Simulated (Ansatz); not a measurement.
# C2H4Br: the cost of one run

Program: Ansatz 0.2.0 through its Python package. Level of theory: Hartree-Fock/def2-SVP. These are calculated values, not measurements.

### Step 1. The system

Bond lengths: C1–C2 1.519 Å, C2–Br3 1.937 Å, C1–H4 1.111 Å, C1–H5 1.110 Å, C1–H6 1.110 Å, C2–H7 1.110 Å. Angles: C1–C2–Br3 110.4°, C1–C2–H7 110.0°, Br3–C2–H7 109.4°, C2–C1–H4 110.1°, C2–C1–H5 109.4°, C2–C1–H6 109.8°, H4–C1–H5 109.1°, H4–C1–H6 109.5°, H5–C1–H6 108.9°.

No structure file is read: the coordinates are typed or built in the script.

### Step 2. Script

File states_c2h4br.py:

```python
"""Does a wider search find a lower mean-field state of C2H4Br?"""

import ansatz as az
from ase import Atoms
import numpy as np


def main() -> None:
    atoms = Atoms(["C", "C", "Br", "H", "H", "H", "H"], positions=[
        (-0.6496, -0.1853, 0.0548),
        (0.6504, 0.3341, -0.5342),
        (2.1601, -0.6291, 0.2048),
        (-0.6541, -0.0434, 1.1562),
        (-1.5028, 0.3707, -0.3863),
        (-0.7647, -1.2641, -0.1799),
        (0.7607, 1.4171, -0.3154),
    ])
    geometry = az.Crystal.molecule_from_ase(atoms)
    symbols = [site.symbol for site in geometry.cartesian_sites]

    start = np.array([site.position_ang for site in geometry.cartesian_sites])
    for factor in [1.0, 1.3]:
        xyz = (start - start.mean(axis=0)) * factor
        scaled = az.Crystal.molecule()
        for symbol, place in zip(symbols, xyz):
            scaled = scaled.atom(symbol, place.tolist())
        setup = (
            scaled.calculation()
            .basis(gaussian="def2-SVP")  # the orbital basis, by name
            .functional("HF")
            .spin("collinear", total=1)  # two spin channels
        )
        for search in ("off", "standard"):
            try:
                rep = setup.scf(lower_state_search=search).run(threads=1, backend="cpu").report
            except az.AnsatzError as error:
                print(f"x{factor} search {search}: {type(error).__name__}")
                continue
            state = rep["mean_field"]["state"]
            print(f"all distances x{factor}, search {search:8s} E = {rep['free_energy_ev']:.5f} eV  <S^2> = {abs(state['spin_squared']):.3f}  other states met: {len(rep['mean_field']['others'])}")


if __name__ == "__main__":
    main()
```

### Step 3. What the engine is handed

The package turns the script's settings into the engine's input (first run):

```yaml
crystal:
  periodic: [false, false, false]
  atoms:
    - { symbol: C, position_ang: [-0.6496, -0.1853, 0.05480000000000001] }
    - { symbol: C, position_ang: [0.6504, 0.3341, -0.5342] }
    - { symbol: Br, position_ang: [2.1601, -0.6291, 0.2048] }
    - { symbol: H, position_ang: [-0.6541, -0.0434, 1.1562] }
    - { symbol: H, position_ang: [-1.5028, 0.3707, -0.3863] }
    - { symbol: H, position_ang: [-0.7647, -1.2641, -0.1799] }
    - { symbol: H, position_ang: [0.7607, 1.4171, -0.3154] }
basis:
  gaussian:
    orbitals: def2-SVP
hamiltonian:
  xc: hf
magnetization:
  spin_polarized: true
  initial_magnetization: 1.0
scf:
  lower_state_search: "off"
```

### Step 4. Launch

Launch:

```
$ python states_c2h4br.py
```

Q: Estimate wall time and peak memory on 1 thread of Arm Neoverse N1, shared host.

About 26 s, with a peak of 0.28 GiB.
